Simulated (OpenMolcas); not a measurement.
# CH5FGeO (SMILES [CH3][GeH]([OH])[F]): a chain of runs

Aim: a series of 9 runs (UHF/cc-pVDZ, CASSCF(2,2)/cc-pVDZ, CASPT2(2,2)/cc-pVDZ, CASPT2[IPEA 0](2,2)/cc-pVDZ, SC-NEVPT2(2,2)/cc-pVDZ, PC-NEVPT2(2,2)/cc-pVDZ, MC-PDFT[tPBE](2,2)/cc-pVDZ, MC-PDFT[ftPBE](2,2)/cc-pVDZ, and more) of CH5FGeO. 

The results are computed with OpenMolcas 26.06.

## Step 1: The system as given

The species is CH5FGeO (9 atoms), meant as a singlet with charge 0. SMILES: `[CH3][GeH]([OH])[F]`. The Ge2–F4 distance was set to 3.140 Å, away from the relaxed value. At this shape a bond of the SMILES string is far longer than usual.

Bond lengths: C1–Ge2 1.923 Å, Ge2–O3 1.766 Å, C1–H5 1.090 Å, C1–H6 1.091 Å, C1–H7 1.090 Å, Ge2–H8 1.538 Å, O3–H9 0.960 Å. Angles: C1–Ge2–O3 107.0°, C1–Ge2–H8 118.4°, O3–Ge2–H8 111.2°, Ge2–C1–H5 108.9°, Ge2–C1–H6 110.1°, Ge2–C1–H7 110.2°, Ge2–O3–H9 113.6°, H5–C1–H6 109.1°, H5–C1–H7 109.3°, H6–C1–H7 109.2°.

## Step 2: The energy at UHF/cc-pVDZ (run 1)

File step1.input:

```
* CH5FGeO Hartree-Fock
>>> EXPORT MOLCAS_PRINT=2
&gateway
baslib = $CurrDir
coord
9
angstrom
C       -1.377892       1.612831       0.436057
Ge      -0.620592      -0.007769       1.141757
O        0.561108       0.465231       2.365757
F        0.974400      -1.438600      -1.153800
H       -0.569992       2.260831       0.095657
H       -1.946792       2.129431       1.209957
H       -2.035992       1.387231      -0.403243
H       -1.574392      -1.089169       1.677057
H        1.007608      -0.278769       2.775757
basis = cc-pVDZ
group = NoSym
&seward
&scf
uhf
scramble = 0.25
prorbitals = 1 2
```

The basis set cc-pVDZ is read from a file made from the Basis Set Exchange's data (not shown).

On the command line:

```
$ export MOLCAS_MEM=1860
$ pymolcas step1.input > step1.log
```

The program printed, shortened:

```text
--- Start Module: gateway ---
[...]
--- Stop Module: gateway /rc=_RC_ALL_IS_WELL_ ---
--- Start Module: seward ---
[...]
      Basis functions           94
--- Stop Module: seward /rc=_RC_ALL_IS_WELL_ ---
[...]
--- Start Module: scf ---
[...]
       Convergence after  32 Iterations
[...]
::    Total SCF energy                              -2290.3489979894
[...]
      Total spin, S                                     0.5811747876
[...]
      Total electronic charge=   60.000000
      Total            charge=   -0.000000
[...]
      Dipole Moment (debye):
      Origin of the operator (angstrom)=   -0.3182    0.0265    0.8809
                   X= -9.9498E-01               Y= -3.6655E-01               Z=  8.1331E-02           Total=  1.0635E+00
      Quadrupole Moment (debye*angstrom):
[...]
--- Stop Module: scf /rc=_RC_ALL_IS_WELL_ ---
[...]
```

Wall time 11 s (1 thread of Intel Xeon 6975P-C (Granite Rapids), shared host); peak memory 0.52 GiB.

## Step 3: The energy at CASSCF(2,2)/cc-pVDZ (run 2)

File step2.inp:

```
* CH5FGeO CASSCF

&GATEWAY
 BASLIB=$CurrDir
 COORD
 9
 angstrom
 C       -1.377892       1.612831       0.436057
 Ge      -0.620592      -0.007769       1.141757
 O        0.561108       0.465231       2.365757
 F        0.974400      -1.438600      -1.153800
 H       -0.569992       2.260831       0.095657
 H       -1.946792       2.129431       1.209957
 H       -2.035992       1.387231      -0.403243
 H       -1.574392      -1.089169       1.677057
 H        1.007608      -0.278769       2.775757
 BASIS=cc-pVDZ
 GROUP=NoSym

&SEWARD

&RASSCF
 FILEORB=$CurrDir/step1.UnaOrb
 SPIN=1
 NACTEL=2 0 0
 INACTIVE=29
 RAS2=2
 ORBLISTING=Few
 ORBAPPEAR=Compact
```

The basis set cc-pVDZ is read from a file made from the Basis Set Exchange's data (not shown).

On the command line:

```
$ export MOLCAS_MEM=1860
$ pymolcas step2.inp > step2.log
```

The program printed, shortened:

```text
--- Start Module: gateway ---
[...]
--- Stop Module: gateway /rc=_RC_ALL_IS_WELL_ ---
--- Start Module: seward ---
[...]
      Basis functions           94
--- Stop Module: seward /rc=_RC_ALL_IS_WELL_ ---
[...]
--- Start Module: rasscf ---
[...]
      Number of active orbitals                  2
[...]
      Spin quantum number                      0.0
[...]
      Active orbitals                            2
[...]
      Number of CSFs                             3
[...]
      Number of root(s) required                 1
[...]
      Convergence after 19 iterations
[...]
      printout of CI-coefficients larger than  0.05 for root  1
      energy=   -2290.358791
      conf/sym  11     Coeff  Weight
             1  20  -0.89674 0.80414
             3  02   0.44256 0.19586
      Natural orbitals and occupation numbers for root  1
      sym 1:   1.608288   0.391712
      ************************************************************************************************************************
      *                                                    Final results                                                     *
[...]
::    RASSCF root number  1 Total energy:  -2290.35879112
[...]
      Total electronic charge=   60.000000
      Total            charge=   -0.000000
[...]
      Dipole Moment (debye):
      Origin of the operator (angstrom)=   -0.3182    0.0265    0.8809
                   X= -1.7840E+00               Y=  3.5734E-01               Z=  1.1542E+00           Total=  2.1547E+00
      Quadrupole Moment (debye*angstrom):
[...]
--- Stop Module: rasscf /rc=_RC_ALL_IS_WELL_ ---
[...]
```

Wall time 9.6 s (1 thread of Intel Xeon 6975P-C (Granite Rapids), shared host); peak memory 0.52 GiB.

Runs 3 to 8 aren't shown in full; the table further down has their settings and results.

## Step 4: A single-point energy at MRCI(2,2)/cc-pVDZ (run 9)

File step9.input:

```
&GATEWAY
 BasLib=$CurrDir
 Coord
 9
 angstrom
 C       -1.377892       1.612831       0.436057
 Ge      -0.620592      -0.007769       1.141757
 O        0.561108       0.465231       2.365757
 F        0.974400      -1.438600      -1.153800
 H       -0.569992       2.260831       0.095657
 H       -1.946792       2.129431       1.209957
 H       -2.035992       1.387231      -0.403243
 H       -1.574392      -1.089169       1.677057
 H        1.007608      -0.278769       2.775757
 Basis=cc-pVDZ
 Group=NoSym

&SEWARD

&RASSCF
 FileOrb=$CurrDir/step2.RasOrb
 Spin=1
 Nactel=2 0 0
 Inactive=29
 Ras2=2
 OrbListing=Few
 OrbAppear=Compact

&MOTRA
 LumOrb
 Frozen=12

&GUGA
 Electrons=36
 Spin=1
 Inactive=17
 Active=2
 CIAll=1

&MRCI
 SDCI
```

The basis set cc-pVDZ is read from a file made from the Basis Set Exchange's data (not shown).

On the command line:

```
$ export MOLCAS_MEM=1860
$ pymolcas step9.input > step9.log
```

The program printed, shortened:

```text
--- Start Module: gateway ---
[...]
--- Stop Module: gateway /rc=_RC_ALL_IS_WELL_ ---
[...]
      Basis functions           94
[...]
      Number of active orbitals                  2
[...]
      Spin quantum number                      0.0
[...]
      Active orbitals                            2
[...]
      Number of CSFs                             3
[...]
      Number of root(s) required                 1
[...]
      Convergence after  4 iterations
[...]
      printout of CI-coefficients larger than  0.05 for root  1
      energy=   -2290.358791
      conf/sym  11     Coeff  Weight
             1  20  -0.89674 0.80414
             3  02   0.44256 0.19586
      Natural orbitals and occupation numbers for root  1
      sym 1:   1.608280   0.391720
      ************************************************************************************************************************
      *                                                    Final results                                                     *
[...]
::    RASSCF root number  1 Total energy:  -2290.35879112
[...]
      Dipole Moment (debye):
      Origin of the operator (angstrom)=   -0.3182    0.0265    0.8809
                   X= -1.7840E+00               Y=  3.5730E-01               Z=  1.1541E+00           Total=  2.1546E+00
      Quadrupole Moment (debye*angstrom):
[...]
      *** WARNING: Default frozen orbitals is overwritten by user input.
      *** Default values:  17
[...]
--- Start Module: guga ---
[...]
--- Stop Module: guga /rc=_RC_ALL_IS_WELL_ ---
--- Start Module: mrci ---
[...]
       (But an ACPF correction will be computed)
       USE THE DEFAULT ACPF G-VALUE GFAC=   5.5555555555555552E-002
[...]
                      CI ENERGY: -2290.91159880
[...]
                ACPF CORRECTION:    -0.07607278
[...]
      Total electronic charge=   60.000000
      Total            charge=    0.000000
[...]
     ACPF CORRECTION:     -0.07607278
[...]
  CI State   1     Total energy:  -2290.91159880     QDav:     -0.08120499     QACPF:     -0.07607278
[...]
--- Stop Module: mrci /rc=_RC_ALL_IS_WELL_ ---
[...]
```

It took 85 s on 1 thread of Intel Xeon 6975P-C (Granite Rapids), shared host; peak memory 0.52 GiB.

## Step 5: Overview of the runs

```
run                        level  scramble           active rule   energy (Eh)  dipole moment (D) of the reference  wall time
  1                  UHF/cc-pVDZ      0.25                     –  -2290.348998                                1.06       11 s
  2          CASSCF(2,2)/cc-pVDZ         –  uhf natural orbitals  -2290.358791                                2.15      9.6 s
  3          CASPT2(2,2)/cc-pVDZ         –  uhf natural orbitals  -2290.957414                                2.15      6.6 s
  4  CASPT2[IPEA 0](2,2)/cc-pVDZ         –  uhf natural orbitals  -2290.960845                                2.15      6.6 s
  5       SC-NEVPT2(2,2)/cc-pVDZ         –  uhf natural orbitals  -2290.953910                                2.15        6 s
  6       PC-NEVPT2(2,2)/cc-pVDZ         –  uhf natural orbitals  -2290.954072                                2.15        6 s
  7   MC-PDFT[tPBE](2,2)/cc-pVDZ         –  uhf natural orbitals  -2292.455658                                2.15        6 s
  8  MC-PDFT[ftPBE](2,2)/cc-pVDZ         –  uhf natural orbitals  -2292.797831                                2.15        6 s
  9            MRCI(2,2)/cc-pVDZ         –  uhf natural orbitals  -2290.911599                                2.15       85 s
```

## Step 6: Summary of results

| quantity | value |
| --- | --- |
| run 9, MRCI(2,2)/cc-pVDZ: total energy | -2290.91160 Eh |
| run 9, MRCI(2,2)/cc-pVDZ: dipole moment (CASSCF density) | 2.15 D |

Below the UHF energy at the same shape and in the same basis (cc-pVDZ): CASSCF(2,2) -9.8 mEh; CASPT2(2,2) -608.4 mEh; CASPT2[IPEA 0](2,2) -611.8 mEh; SC-NEVPT2(2,2) -604.9 mEh; PC-NEVPT2(2,2) -605.1 mEh; MRCI(2,2) -562.6 mEh. Active-space methods hold only the correlation inside their space unless a perturbation or CI step follows. Spin contamination of the reference: run 1 ⟨S²⟩ = 0.92. Where it is this large, the reference is a mixture of spin states, and values that rest on it are in doubt. All runs together took 2.4 min, the longest 85 s.
